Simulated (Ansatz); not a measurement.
# HfSiH₃ (sextet): the correlation ladder, def2-SVP

One table from this session's results is given with a row withheld; the runs are named, their logs left out.

Method: def2-SVP, core rule «outside noble gas», up to 9 orbitals frozen; program: Ansatz 0.2.0, Gaussian basis.

Plan: UHF; CCSD(T) on ROHF; CCSD(T) on UHF; CISD; CCSDT(Q) on ROHF; CCSDT(Q) on UHF; CASSCF and NEVPT2, 11 electrons in 11 orbitals.

22 further runs of the same task are left out: 6 that didn't finish, 16 set aside as unsound or not needed.

## The geometry

The geometry is a PBE0/def2-TZVP stationary point (not a proven minimum) of the parent state, kept for this charge and spin. No spin-orbit coupling is included. Elements past krypton take def2 core potentials.

5 atoms, charge 0, spin multiplicity 6.

Atoms are counted from 1 here; the program's logs count them from 0.

Bond lengths: Hf1–Si2 2.705 Å, Si2–H3 1.501 Å, Si2–H4 1.501 Å, Si2–H5 1.501 Å. Angles: Hf1–Si2–H3 113.3°, Hf1–Si2–H4 113.3°, Hf1–Si2–H5 113.3°, H3–Si2–H4 105.4°, H3–Si2–H5 105.4°, H4–Si2–H5 105.4°.

The first run:

The input, in.yaml:

```yaml
crystal:
  periodic: [false, false, false]
  atoms:
    - {symbol: Hf, position_ang: [-0.410088, 0.002760, 0.001535]}
    - {symbol: Si, position_ang: [2.295112, -0.015447, -0.008590]}
    - {symbol: H, position_ang: [2.880223, -1.397679, -0.005154]}
    - {symbol: H, position_ang: [2.898606, 0.674540, 1.179957]}
    - {symbol: H, position_ang: [2.889606, 0.664796, -1.207247]}
basis:
  gaussian: {orbitals: def2-SVP}
magnetization: {spin_polarized: true, initial_magnetization: 5}
hamiltonian: {xc: hf}
output: {orbitals: {seedname: orbitals}}
```

The run is started by

```
> ansatz run in.yaml --threads 1 --pin off --events-out ev --progress --plain --max-ram 2393MiB
```

Among the steps run: UHF; CCSD(T) on ROHF; CCSD(T) on UHF; CISD; CCSDT(Q) on ROHF; CCSDT(Q) on UHF; CASSCF and NEVPT2, 11 electrons in 11 orbitals.

One of the session's tables, all rows but one given; the rest of the session is left out.

```
         method  from RCCSDT(Q) (kJ/mol)
           ROHF                   +436.5
            UHF                   +423.2
           RMP2                        ?
           UMP2                    +92.8
          RCCSD                    +13.1
          UCCSD                     +4.5
       RCCSD(T)                     +3.2
       UCCSD(T)                     -5.2
         RCCSDT                     +0.4
         UCCSDT                     -8.0
      RCCSDT(Q)                        0
      UCCSDT(Q)                     -8.4
CASSCF frontier                   +323.2
NEVPT2 frontier                   +114.8
```

Estimate the missing values for RMP2.

The run gave: from RCCSDT(Q) (kJ/mol): +101.9. In the column «from RCCSDT(Q) (kJ/mol)» it lies between UMP2 (+92.8) and NEVPT2 frontier (+114.8).

Not comparable, so not listed: CISD (they don't share determinant, frozen orbitals or solution with the rows shown, or repeat one).

Caveats from the session: Restricted and unrestricted rows rest on different reference determinants; where their highest levels disagree by more than a few hundredths of an eV, they describe different states and don't form one ladder.
